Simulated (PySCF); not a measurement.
**From one method to the next for NaTe⁻**

Starting from one script, swap the method and compare what comes out for NaTe⁻.

Program: PySCF 2.14.0. Level of theory: each script names its method and basis. These are calculated values, not measurements.

4 further runs of the same task are left out: 1 for a known fault of the program, 3 that didn't finish.

**1. Starting geometry**

NaTe⁻: 2 atoms, charge -1, spin multiplicity 1.

Bond lengths: Na1–Te2 2.785 Å.

**2. The base run**

File input.py:

```python
from pyscf import gto, scf, mp

mol = gto.M(
    atom='Na 0 0 0; Te 0 0 2.785',
    basis='sbkjc',
    ecp={'Na': 'sbkjc', 'Te': 'sbkjc'},
    charge=-1,
    spin=0,
    verbose=4,
)
mf = scf.RHF(mol)
mf.kernel()
mp.MP2(mf).kernel()
mf.dip_moment()
print('orbital energies (hartree):', mf.mo_energy[..., max(0, mol.nelec[1]-3):mol.nelec[0]+3].round(4))
```

Run with:

```sh
$ OMP_NUM_THREADS=1 python input.py
```

**3. Pbesol (RKS)**

Edit 1 changes functional: none (Hartree–Fock) → pbesol; SCF type: RHF → RKS; step after the SCF: mp2 → analyze.

input.py, as its differences from that of step 2:

```diff
@@ -1,2 +1,2 @@
-from pyscf import gto, scf, mp
+from pyscf import gto, dft
 
@@ -10,5 +10,5 @@
 )
-mf = scf.RHF(mol)
+mf = dft.RKS(mol, xc='pbesol')
 mf.kernel()
-mp.MP2(mf).kernel()
+mf.mulliken_pop()
 mf.dip_moment()
```

**4. CASSCF**

Edit 2 changes step after the SCF: mp2 → casscf; active space: none → 4 electrons in 6 orbitals.

input.py, as its differences from that of step 2:

```diff
@@ -1,2 +1,2 @@
-from pyscf import gto, scf, mp
+from pyscf import gto, scf, mcscf
 
@@ -12,3 +12,5 @@
 mf.kernel()
-mp.MP2(mf).kernel()
+mc = mcscf.CASSCF(mf, 6, 4)
+mc.kernel()
+mc.analyze()
 mf.dip_moment()
```

**5. CASCI**

Edit 3 changes step after the SCF: mp2 → casci; active space: none → 6 electrons in 6 orbitals.

input.py, as its differences from that of step 2:

```diff
@@ -1,2 +1,2 @@
-from pyscf import gto, scf, mp
+from pyscf import gto, scf, mcscf
 
@@ -12,3 +12,5 @@
 mf.kernel()
-mp.MP2(mf).kernel()
+mc = mcscf.CASCI(mf, 6, 6)
+mc.kernel()
+mc.analyze()
 mf.dip_moment()
```

**6. TDA**

Edit 4 changes step after the SCF: mp2 → tda; number of roots: none → 8.

input.py, as its differences from that of step 2:

```diff
@@ -1,2 +1,2 @@
-from pyscf import gto, scf, mp
+from pyscf import gto, scf, tdscf
 
@@ -12,3 +12,6 @@
 mf.kernel()
-mp.MP2(mf).kernel()
+td = tdscf.TDA(mf)
+td.nstates = 8
+td.kernel()
+td.analyze(verbose=3)
 mf.dip_moment()
```

**7. ROHF**

Edit 5 changes SCF type: RHF → ROHF.

input.py, as its differences from that of step 2:

```diff
@@ -10,3 +10,3 @@
 )
-mf = scf.RHF(mol)
+mf = scf.ROHF(mol)
 mf.kernel()
```

**8. B3pw91 (RKS)**

Edit 6 changes functional: none (Hartree–Fock) → b3pw91; SCF type: RHF → RKS; step after the SCF: mp2 → analyze.

input.py, as its differences from that of step 2:

```diff
@@ -1,2 +1,2 @@
-from pyscf import gto, scf, mp
+from pyscf import gto, dft
 
@@ -10,5 +10,5 @@
 )
-mf = scf.RHF(mol)
+mf = dft.RKS(mol, xc='b3pw91')
 mf.kernel()
-mp.MP2(mf).kernel()
+mf.mulliken_pop()
 mf.dip_moment()
```

What does the calculation give? Wanted: for each run, E(SCF); from base; gap; after the SCF.

The runs gave:

```csv
run,E(SCF) (hartree),from base (eV),cycles,gap (eV),after the SCF
base,-8.082730,0,9,4.07,MP2 correlation -1.071 eV
pbesol (RKS),-8.301420,not comparable,10,0.42,n/a
CASSCF,-8.082730,0.0000,9,4.07,CASSCF correlation -0.795 eV
CASCI,-8.082730,0.0000,9,4.07,CASCI correlation -0.125 eV
TDA,-8.082730,0.0000,9,4.07,lowest root found 0.94 eV
ROHF,-8.082730,0.0000,9,n/a,MP2 correlation -1.071 eV
b3pw91 (RKS),-8.347511,not comparable,9,1.24,n/a
```

What this shows: No change of the SCF energy comes from ROHF. The gap between the frontier levels is 0.4 eV with pbesol (0 % exact exchange) and 1.2 eV with b3pw91 (20 %): exact exchange opens it. Total energies of different functionals can't be compared with each other; differences within one functional can. The dearest run is “CASSCF”, at 3.2 s against 0.71 s.
